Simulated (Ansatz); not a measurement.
# Be: response to strain

Aim: deform Be (equal xx and yy strain of +2 %) and compute stress, forces and field gradients with LAPW, PAW and all-electron datasets made for the crystal.

Program: Ansatz 0.2.0. Level of theory: DFT PBEsol, scalar-relativistic. These are calculated values, not measurements.

## Step 1: The starting structure

Symmetry: Im-3m, No. 229, cubic system. The conventional cell has a = 2.506 Å, b = 2.506 Å, c = 2.506 Å, α = 90.00°, β = 90.00°, γ = 90.00°. Be (site symmetry m-3m) is surrounded by 8 Be at 2.17 Å.

Structure file:

```
Be
1.0
    -1.25312    1.25312    1.25312
     1.25312   -1.25312    1.25312
     1.25312    1.25312   -1.25312
Be
1
Direct
  0.00000 0.00000 0.00000
```

## Step 2: The deformed structure

Space group Im-3m before, I4/mmm after.

## Step 3: All-electron LAPW

File input.yaml:

```yaml
crystal:
  lattice:
    - [-1.2781833703, 1.2781833703, 1.2531209513]
    - [1.2781833703, -1.2781833703, 1.2531209513]
    - [1.2781833703, 1.2781833703, -1.2531209513]
  atoms:
    - { symbol: Be, position: [0.0, 0.0, 0.0] }
kpoints:
  mp_grid: { grid: [23, 23, 23] }
  band_path:
    path:
      - [0.0, 0.0, 0.0]
      - [0.0, 0.0, 0.5]
      - [-0.5, 0.5, 0.5]
      - [0.0, 0.0, 0.0]
      - [0.4902921953, 0.4902921953, -0.4902921953]
      - [-0.4902921953, 0.5097078047, 0.4902921953]
      - [-0.5, 0.5, 0.5]
      - [0.0, 0.0, 0.5]
      - [0.25, 0.25, 0.25]
    npoints: 5
scf:
  occupations: { method: fermi_dirac, width: 0.03 }
hamiltonian:
  xc: pbesol
  pseudopotentials: { kind: all_electron, lapw: { basis_error: 0.00025 } }
output:
  forces: true
  stress: true
  eigenvalues: true
```

Run with:

```
$ ansatz run input.yaml --threads 1 --pin off --max-ram 3072MiB --backend cpu --events-out ev --progress --plain --runs-dir out
```

## Step 4: PAW on the default files

File input.yaml:

```yaml
crystal:
  lattice:
    - [-1.2781833703, 1.2781833703, 1.2531209513]
    - [1.2781833703, -1.2781833703, 1.2531209513]
    - [1.2781833703, 1.2781833703, -1.2531209513]
  atoms:
    - { symbol: Be, position: [0.0, 0.0, 0.0] }
kpoints:
  mp_grid: { grid: [23, 23, 23] }
scf:
  occupations: { method: fermi_dirac, width: 0.03 }
hamiltonian:
  xc: pbesol
  pseudopotentials: { kind: paw }
output:
  forces: true
  stress: true
  eigenvalues: true
  efg: { contact_densities: true }
```

## Step 5: Datasets made for this crystal

Edit input.yaml of step 4 so:

```diff
@@ -13,3 +13,3 @@
   xc: pbesol
-  pseudopotentials: { kind: paw }
+  pseudopotentials: { kind: all_electron, datasets: crystal }
 output:
```

(Steps that only read results are left out.)

What does the calculation give? Wanted: pressure; largest shear or deviatoric stress.

The runs gave:

| quantity | value |
| --- | --- |
| pressure | LAPW -6.41, PAW -6.33, crystal datasets -6.41 GPa |
| largest shear or deviatoric stress (LAPW) | 0.01 GPa |

In words: The largest part of the stress beyond the pressure is 0.01 GPa in size, in the zz component. No run of the undeformed cell stands beside it, so the pressure holds what the given cell had before the change. PAW: stress within 0.08 GPa of LAPW. Crystal datasets: stress within 0.01 GPa of LAPW.
